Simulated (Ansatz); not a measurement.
# C3H7ClOZn: taking an electron away

Aim: the vertical ionisation energy of C3H7ClOZn, as cation minus neutral at the neutral's geometry, on several levels, and how well −ε(HOMO) stands in for it.

The runs use Ansatz 0.2.0, Gaussian basis; unrestricted cation, the program's frozen cores in correlated methods.

The runs, in order: UKS PBE-D4/def2-TZVPP; UKS r2SCAN-D4/def2-TZVPP; UKS PBE0-D4/def2-TZVPP; UKS B3LYP-D4/def2-TZVPP; UKS wB97X-V/def2-TZVPP; UKS wB97M-V/def2-TZVPP; UKS B2PLYP (frozen core with 3s3p of Cu, Zn)/def2-TZVPP; UHF-CCSD(T) with 3s3p of Cu, Zn/def2-TZVPP; UHF-MP2 with 3s3p of Cu, Zn/def2-QZVPP; extrapolation to the limit; then −ε(HOMO) from the neutral's earlier runs with LDA (SPW92), PBE-D4, revPBE-D4, BLYP-D4, r2SCAN-D4, B97M-V, PBE0-D4, B3LYP-D4, r2SCANh-D4, r2SCAN0-D4, HSE06-D4, BHLYP-D4, CAM-B3LYP-D4, LC-ωPBE, ωB97X-V, ωB97M-V.

**1. The geometry**

The geometry comes from an earlier relaxation with PBE0-D4 in a triple-zeta def2 set; it is a stationary point, not always the lowest conformer.

SMILES `CC(C)[O][Zn][Cl]`, 13 atoms, charge 0, spin multiplicity 1.

Atoms are counted from 1 here; the program's logs count them from 0.

Bond lengths: C1–C2 1.517 Å, C1–H7 1.093 Å, C1–H8 1.098 Å, C1–H9 1.091 Å, C2–C3 1.517 Å, C2–O4 1.407 Å, C2–H10 1.100 Å, C3–H11 1.098 Å, C3–H12 1.093 Å, C3–H13 1.091 Å, O4–Zn5 1.771 Å, Zn5–Cl6 2.086 Å. Angles: C2–C1–H7 111.7°, C2–C1–H8 110.2°, C2–C1–H9 110.4°, H7–C1–H8 107.5°, H7–C1–H9 108.5°, H8–C1–H9 108.3°, C1–C2–C3 111.7°, C1–C2–O4 111.4°, C1–C2–H10 108.2°, C3–C2–O4 111.4°, C3–C2–H10 108.2°, O4–C2–H10 105.6°, C2–C3–H11 110.3°, C2–C3–H12 111.7°, C2–C3–H13 110.4°, H11–C3–H12 107.5°, H11–C3–H13 108.3°, H12–C3–H13 108.5° and more.

**2. Cation, UKS PBE-D4/def2-TZVPP**

in.yaml reads:

```yaml
crystal:
  periodic: [false, false, false]
  atoms:
    - {symbol: C, position_ang: [-0.643844, -0.255586, 1.259514]}
    - {symbol: C, position_ang: [0.600884, 0.101827, 0.468938]}
    - {symbol: C, position_ang: [0.923152, -0.949328, -0.576631]}
    - {symbol: O, position_ang: [0.492419, 1.380799, -0.107047]}
    - {symbol: Zn, position_ang: [-0.749322, 1.786143, -1.302539]}
    - {symbol: Cl, position_ang: [-2.145403, 2.424911, -2.715278]}
    - {symbol: H, position_ang: [-0.527870, -1.205824, 1.787202]}
    - {symbol: H, position_ang: [-1.505857, -0.354773, 0.586414]}
    - {symbol: H, position_ang: [-0.867432, 0.522802, 1.991262]}
    - {symbol: H, position_ang: [1.447213, 0.162698, 1.168180]}
    - {symbol: H, position_ang: [0.084128, -1.059019, -1.276485]}
    - {symbol: H, position_ang: [1.103265, -1.927497, -0.123172]}
    - {symbol: H, position_ang: [1.809167, -0.661952, -1.145558]}
basis:
  gaussian: {orbitals: def2-TZVPP}
total_charge: 1
magnetization: {spin_polarized: true, initial_magnetization: 1}
hamiltonian: {xc: pbe, dispersion: d4}
```

Command:

```console
> ansatz run in.yaml --threads 2 --pin off --events-out ev --progress --plain --max-ram 32768MiB --backend cuda --devices 0, --max-vram 18GiB
```

The runs that follow: Cation, UKS r2SCAN-D4/def2-TZVPP; Cation, UKS PBE0-D4/def2-TZVPP; Cation, UKS B3LYP-D4/def2-TZVPP; Cation, UKS wB97X-V/def2-TZVPP; Cation, UKS wB97M-V/def2-TZVPP; Cation, UKS B2PLYP (frozen core with 3s3p of Cu, Zn)/def2-TZVPP; Cation, UHF-CCSD(T) with 3s3p of Cu, Zn/def2-TZVPP; Cation, UHF-MP2 with 3s3p of Cu, Zn/def2-QZVPP.

Before running them: what should the planned runs give, taken together? Wanted: ionisation energy, CCSD(T)/CBS; nearest functional by difference; nearest −ε(HOMO); −ε(HOMO) of PBE; T1 of the cation.

**Answer**, as computed:

```
                        quantity               value
  ionisation energy, CCSD(T)/CBS            10.02 eV
nearest functional by difference   B2PLYP (-0.23 eV)
                nearest −ε(HOMO)  ωB97M-V (+0.07 eV)
                 −ε(HOMO) of PBE             6.22 eV
                T1 of the cation               0.025
```

What this shows: Energy differences with functionals land within 0.71 eV of the reference. The PBE orbital energy is 3.8 eV too small: a semilocal HOMO is no ionisation energy. Among orbital estimates ωB97M-V comes nearest. Hartree-Fock falls 1.67 eV short, as the neutral has more correlation energy than the cation. For Zn the d shell is correlated and the shells below it are frozen.
